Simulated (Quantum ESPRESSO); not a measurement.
# GaO3 (P-3m1) in Quantum ESPRESSO: phonons and electron-phonon coupling with PBE

Aim: the phonons and electron-phonon coupling of GaO3 with PBE.

Everything below comes from runs of Quantum ESPRESSO 7.5. Logs are shortened: lines on timing, memory, paths and dates and some standing lists are left out, and cuts for length are marked.

## 1. The crystal as given

It takes space group P-3m1 (No. 164, trigonal). Conventional cell: a = 3.307 Å, b = 3.307 Å, c = 5.512 Å, α = 90.00°, β = 90.00°, γ = 120.00°. Ga (site symmetry -3m) has 6 O at 2.03 Å as nearest neighbours. Around O (site symmetry 3m) lie 3 Ga at 2.03 Å. O (site symmetry -3m) has 2 Ga at 2.76 Å and 6 O at 2.81 Å as nearest neighbours.

The cell was built by a generator and needn't be a form met in nature.

(Part 1 of 2 ends here.)
